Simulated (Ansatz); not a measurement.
# CH6BNO2 (SMILES OBNCO) at CAM-B3LYP/def2-SVP

Aim: the energy change on altering one bond length of CH6BNO2 at CAM-B3LYP/def2-SVP, from 2 runs. 

The calculation is run with Ansatz 0.2.0.

112 further runs of the same task are left out: 112 set aside as unsound or not needed.

## 1. The molecule

CH6BNO2 has 11 atoms, charge 0, and is taken as a singlet. SMILES: `OBNCO`. Geometry: relaxed at PBE0-D4/def2-TZVP. This is a higher conformer, about 10 kJ/mol above the lowest found by a separate search.

Bond lengths: O1–B2 1.362 Å, B2–N3 1.416 Å, N3–C4 1.423 Å, C4–O5 1.424 Å, O1–H6 0.965 Å, B2–H7 1.197 Å, N3–H8 1.004 Å, C4–H9 1.100 Å, C4–H10 1.096 Å, O5–H11 0.962 Å. Some angles: O1–B2–N3 121.8°, B2–N3–C4 124.5°, N3–C4–O5 109.1°, O1–B2–H7 118.8°, N3–B2–H7 119.3°, B2–O1–H6 111.4°, B2–N3–H8 119.6°, C4–N3–H8 115.8°, N3–C4–H9 110.6°, N3–C4–H10 109.5°.

## 2. A single-point energy at CAM-B3LYP/def2-SVP

The input, input.yaml:

```yaml
crystal:
  periodic: [false, false, false]
  atoms:
    - {symbol: O, position_ang: [-0.365300, 1.867300, 0.524000]}
    - {symbol: B, position_ang: [-0.151000, 0.776300, 1.310700]}
    - {symbol: N, position_ang: [0.041300, -0.514500, 0.761600]}
    - {symbol: C, position_ang: [-0.074500, -0.827100, -0.621300]}
    - {symbol: O, position_ang: [0.833500, -0.016400, -1.360600]}
    - {symbol: H, position_ang: [-0.145900, 1.684700, -0.397300]}
    - {symbol: H, position_ang: [-0.135500, 0.915900, 2.499600]}
    - {symbol: H, position_ang: [0.344000, -1.265700, 1.354800]}
    - {symbol: H, position_ang: [-1.095800, -0.629000, -0.978300]}
    - {symbol: H, position_ang: [0.142100, -1.890000, -0.774600]}
    - {symbol: H, position_ang: [0.672700, -0.158500, -2.298200]}
basis:
  gaussian:
    orbitals: def2-SVP
hamiltonian:
  xc: {name: CAM-B3LYP}
accuracy: high
output:
  orbitals: {seedname: orbitals}
```

The run is started by

```console
$ ansatz run input.yaml --threads 1 --pin off --max-ram 3480MiB --events-out events.jsonl --progress --plain --runs-dir runs
```

Log:

```text
Warning: RAYON_NUM_THREADS=1 ignored (pool sized by the plan → 1); use --threads N
Functional definition: CAM-B3LYP
  name "CAM-B3LYP"
  parameter alpha = 0.19
  parameter beta = 0.46
  parameter omega = 0.33/bohr
  parameter ac = 0.81
  exchange = (1 - alpha - beta)*b88_x + beta*b88_x_sr(omega) + alpha*exact_x + beta*exact_x_lr(omega)
  correlation = (1 - ac)*vwn5_c + ac*lyp_c
2436 factors; integrals over basis functions are off by at most 3.5e-9 eV
429 factors; integrals over basis functions are off by at most 2.2e-9 eV
mean field evaluation 1: about -7381.3955 eV, gradient 6.2e1 eV
mean field evaluation 2: about -7380.1553 eV, gradient 6.9e1 eV
mean field evaluation 4: about -7388.4445 eV, gradient 2.4e0 eV
mean field evaluation 8: about -7388.6739 eV, gradient 1.0e-1 eV
mean field evaluation 16: about -7388.6739 eV, gradient 6.8e-5 eV
mean field -7388.67391451 eV, -271.5287581352 hartree, gradient 1.9e-8 eV, S^2 0.000000; 0 other end points of the search recorded, 0 dependent functions left out
reference -7388.67393424 eV, -271.5287588604 hartree; 20, 20 occupied and 80, 80 virtual orbitals, 2436 factors
Total energy: -7388.67393424 eV, -271.5287588604 hartree
```

It took 11 s on 1 thread of Arm Neoverse V1, shared host; peak memory 0.41 GiB.

## 3. The distorted shape

The input, job.yaml:

```yaml
crystal:
  periodic: [false, false, false]
  atoms:
    - {symbol: O, position_ang: [-0.307397, 2.023607, 1.215481]}
    - {symbol: B, position_ang: [-0.093097, 0.932607, 2.002181]}
    - {symbol: "N", position_ang: [0.099203, -0.358193, 1.453081]}
    - {symbol: C, position_ang: [-0.074500, -0.827100, -0.621300]}
    - {symbol: O, position_ang: [0.833500, -0.016400, -1.360600]}
    - {symbol: H, position_ang: [-0.087997, 1.841007, 0.294181]}
    - {symbol: H, position_ang: [-0.077597, 1.072207, 3.191081]}
    - {symbol: H, position_ang: [0.401903, -1.109393, 2.046281]}
    - {symbol: H, position_ang: [-1.095800, -0.629000, -0.978300]}
    - {symbol: H, position_ang: [0.142100, -1.890000, -0.774600]}
    - {symbol: H, position_ang: [0.672700, -0.158500, -2.298200]}
basis:
  gaussian:
    orbitals: def2-SVP
hamiltonian:
  xc: {name: CAM-B3LYP}
accuracy: high
output:
  orbitals: {seedname: orbitals}
```

The run is started by

```console
$ ansatz run job.yaml --threads 1 --pin off --max-ram 3480MiB --events-out events.jsonl --progress --plain --runs-dir runs
```

Log:

```text
Warning: RAYON_NUM_THREADS=1 ignored (pool sized by the plan → 1); use --threads N
[... 8 set-up lines as earlier in the session ...]
2407 factors; integrals over basis functions are off by at most 3.2e-9 eV
445 factors; integrals over basis functions are off by at most 2.3e-9 eV
mean field evaluation 1: about -7376.5975 eV, gradient 6.7e1 eV
mean field evaluation 2: about -7370.5758 eV, gradient 8.5e1 eV
mean field evaluation 4: about -7385.1588 eV, gradient 5.4e0 eV
mean field evaluation 8: about -7385.4223 eV, gradient 3.7e-1 eV
mean field evaluation 16: about -7385.4226 eV, gradient 2.4e-4 eV
mean field -7385.42262638 eV, -271.4092755001 hartree, gradient 5.8e-8 eV, S^2 0.000000; 0 other end points of the search recorded, 0 dependent functions left out
reference -7385.42264685 eV, -271.4092762526 hartree; 20, 20 occupied and 80, 80 virtual orbitals, 2407 factors
Total energy: -7385.42264685 eV, -271.4092762526 hartree
```

It took 11 s on 1 thread of Arm Neoverse V1, shared host; peak memory 0.4 GiB.

## 4. What came out

Level: CAM-B3LYP/def2-SVP.

| quantity | value |
| --- | --- |
| first shape: total energy | -271.52876 Eh |
| first shape: HOMO energy | -8.79 eV |
| first shape: LUMO energy | 1.95 eV |
| first shape: HOMO–LUMO gap | 10.75 eV |
| distorted shape: total energy | -271.40928 Eh |
| distorted shape: HOMO energy | -8.38 eV |
| distorted shape: LUMO energy | -0.50 eV |
| distorted shape: HOMO–LUMO gap | 7.88 eV |
| energy change with the N3–C4 bond stretched from 1.423 to 2.134 Å | 3.251 eV |

**Reading.** With the N3–C4 bond stretched from 1.423 to 2.134 Å the energy rises by 3.25 eV (75 kcal/mol). The first shape isn't relaxed at this level, so the change isn't measured from a minimum.
